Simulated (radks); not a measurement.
**Excited configurations of Sm⁺**

How tightly is the outer electron of Sm⁺ held in higher orbitals? Ground state, ion and excited configurations are run in turn.

Program: radks (a radial shooting solver on a logarithmic mesh, Libxc functionals) version 1. Level of theory: Dirac Kohn-Sham, LDA (Slater exchange, Perdew-Wang correlation), spin-unpolarised, spherical densities, finite nucleus; open shells fill j = l - 1/2 first. These are calculated values, not measurements, unless marked.

## Step 1: The system

* element: samarium (Z = 62)
* charge: +1
* electrons: 61
* configuration: [Xe] 4f6 6s1
* nuclear rms radius: 5.0819 fm

## Step 2: Ground configuration: [Xe] 4f6 6s1

Settings of this run:

```text
Z 62
configuration [Xe] 4f6 6s1
relativity Dirac
functional lda,pw
spin unpolarised
j_filling energy
nucleus finite rms 5.0819 fm
c 137.035999084
```

## Step 3: The ion: [Xe] 4f6

Input: that of step 2 with these lines changed.

```diff
@@ -1,3 +1,3 @@
 Z 62
-configuration [Xe] 4f6 6s1
+configuration [Xe] 4f6
 relativity Dirac
```

## Step 4: Outer electron in 5d: [Xe] 4f6 5d1

Input: that of step 3 with these lines changed.

```diff
@@ -1,3 +1,3 @@
 Z 62
-configuration [Xe] 4f6
+configuration [Xe] 4f6 5d1
 relativity Dirac
```

## Step 5: Outer electron in 6p: [Xe] 4f6 6p1

Input: that of step 4 with these lines changed.

```diff
@@ -1,3 +1,3 @@
 Z 62
-configuration [Xe] 4f6 5d1
+configuration [Xe] 4f6 6p1
 relativity Dirac
```

## Step 6: Outer electron in 6d: [Xe] 4f6 6d1

Input: that of step 5 with these lines changed.

```diff
@@ -1,3 +1,3 @@
 Z 62
-configuration [Xe] 4f6 6p1
+configuration [Xe] 4f6 6d1
 relativity Dirac
```

## Step 7: Outer electron in 7p: [Xe] 4f6 7p1

Input: that of step 6 with these lines changed.

```diff
@@ -1,3 +1,3 @@
 Z 62
-configuration [Xe] 4f6 6d1
+configuration [Xe] 4f6 7p1
 relativity Dirac
```

## Step 8: Outer electron in 7d: [Xe] 4f6 7d1

Input: that of step 7 with these lines changed.

```diff
@@ -1,3 +1,3 @@
 Z 62
-configuration [Xe] 4f6 7p1
+configuration [Xe] 4f6 7d1
 relativity Dirac
```

Before running it: what results should come out? Wanted: for each run, outer orbital; excitation; binding; n*; quantum defect; <r>.

**Answer**, as computed:

| outer orbital | excitation (eV) | binding (eV) | n* | quantum defect | <r> (bohr) |
| --- | --- | --- | --- | --- | --- |
| 5d | 1.311 | 9.966 | 2.337 | 2.663 | 2.938 |
| 6p | 2.990 | 8.287 | 2.563 | 3.437 | 4.722 |
| 6d | 6.598 | 4.679 | 3.410 | 2.590 | 7.612 |
| 7p | 6.910 | 4.367 | 3.530 | 3.470 | 9.300 |
| 7d | 8.406 | 2.871 | 4.353 | 2.647 | 13.39 |

**Reading.** Binding is E(ion) − E, and n* = 2/√(2·binding) in atomic units. The Δ-SCF energy to the ion that was run is 11.277 eV (NIST's first ionisation energy, to the ion's ground state: 11.08 eV, semi-empirical). Mean quantum defects: d 2.63, p 3.45. They fall with l, since high-l orbitals stay out of the core. Self-interaction in the functional shifts them, so they are the method's values and not measured ones. Spin polarisation and multiplet splitting are left out, so open shells lie too high by an amount that depends on their filling.
